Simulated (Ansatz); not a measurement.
# Al3Ni5: the cost of one run

Method: DFT PBEsol, scalar-relativistic, plane waves, PAW, in Ansatz 0.2.0.

1 further run of the same task is left out (set aside as unsound or not needed). Runs told in other sessions of the task aren't counted.

## (1) The starting structure

Symmetry: Cmmm, No. 65, orthorhombic system. The conventional cell has a = 6.587 Å, b = 7.384 Å, c = 3.720 Å, α = 90.00°, β = 90.00°, γ = 90.00°. Around Al (site symmetry mmm) lie 8 Ni at 2.37 to 2.47 Å. Around Al (site symmetry m2m) lie 10 Ni at 2.44 to 2.54 Å and 2 Al at 2.78 Å. Ni (site symmetry mmm) is surrounded by 4 Al at 2.47 Å and 8 Ni at 2.47 to 2.60 Å. Around Ni (site symmetry 2/m) lie 6 Al at 2.47 to 2.49 Å and 6 Ni at 2.47 to 2.63 Å. Around Ni (site symmetry 2mm) lie 6 Al at 2.37 to 2.54 Å and 6 Ni at 2.60 to 2.63 Å.

Structure file:

```cif
data_structure
_symmetry_space_group_name_H-M 'P 1'
_symmetry_Int_Tables_number 1
_cell_length_a 4.9474
_cell_length_b 4.9474
_cell_length_c 3.7204
_cell_angle_alpha 90.000
_cell_angle_beta 90.000
_cell_angle_gamma 96.532
_cell_volume 90.47
loop_
_atom_site_label
_atom_site_type_symbol
_atom_site_fract_x
_atom_site_fract_y
_atom_site_fract_z
_atom_site_occupancy
Al1 Al 0.50000 0.50000 0.00000 1
Al2 Al 0.77969 0.22031 0.50000 1
Al3 Al 0.22031 0.77969 0.50000 1
Ni1 Ni 0.00000 0.00000 0.00000 1
Ni2 Ni 0.00000 0.50000 0.00000 1
Ni3 Ni 0.50000 0.00000 0.00000 1
Ni4 Ni 0.27624 0.27624 0.50000 1
Ni5 Ni 0.72376 0.72376 0.50000 1
```

It goes back to an entry of the Materials Project, which need not be the stable form.

This cell was relaxed beforehand with the same method: volume 11.31 Å³/atom, gap on the mesh none (metal).

## (2) The reference cell

Reference values: F = -30603.1417 eV; pressure 0.03 GPa; largest force 0.003 eV/Å; gap on the mesh none (metal). It was computed beforehand with the settings of the runs below.

## (3) The scan: freezing in a mode

Mode 19 of the phonon run on this cell, counted from the lowest, is frozen in: each atom moves by x times its row below, so x is the largest displacement.

```
atom     ux     uy      uz
 Al1  0.000  0.000   0.581
 Al2  0.000  0.000   1.000
 Al3  0.000  0.000   1.000
 Ni4  0.000  0.000  -0.367
 Ni5  0.000  0.000  -0.303
 Ni6  0.000  0.000  -0.303
 Ni7  0.000  0.000  -0.107
 Ni8  0.000  0.000  -0.107
```

## (4) Point x = -0.300 Å

The input, input.yaml:

```yaml
crystal:
  lattice:
    - [3.2933322733, -3.6919375996, 0.0]
    - [3.2933322733, 3.6919375996, 0.0]
    - [0.0, 0.0, 3.7203545688]
  atoms:
    - { symbol: Al, position: [0.5, 0.5, -0.0468580896] }
    - { symbol: Al, position: [0.7796888788, 0.2203111212, 0.4193625246] }
    - { symbol: Al, position: [0.2203111212, 0.7796888788, 0.4193625246] }
    - { symbol: Ni, position: [0.0, 0.0, 0.0295586686] }
    - { symbol: Ni, position: [0.0, 0.5, 0.0244039434] }
    - { symbol: Ni, position: [0.5, 0.0, 0.0244039434] }
    - { symbol: Ni, position: [0.276237307, 0.276237307, 0.5086564252] }
    - { symbol: Ni, position: [0.723762693, 0.723762693, 0.5086564252] }
basis:
  ecutwfc: 420
kpoints:
  mp_grid: { grid: [8, 8, 10] }
hamiltonian:
  xc: pbesol
scf:
  occupations: { method: gaussian, width: 0.15 }
output:
  forces: true
  stress: true
  eigenvalues: true
```

Run with:

```sh
$ ansatz run input.yaml --threads 2 --pin off --max-ram 5120MiB --backend cpu --events-out ev --progress --plain --runs-dir out
```

What time and memory should one allow on 2 threads of Intel Xeon Platinum 8488C (Sapphire Rapids), shared host?

About 21 s, with a peak of 0.76 GiB.
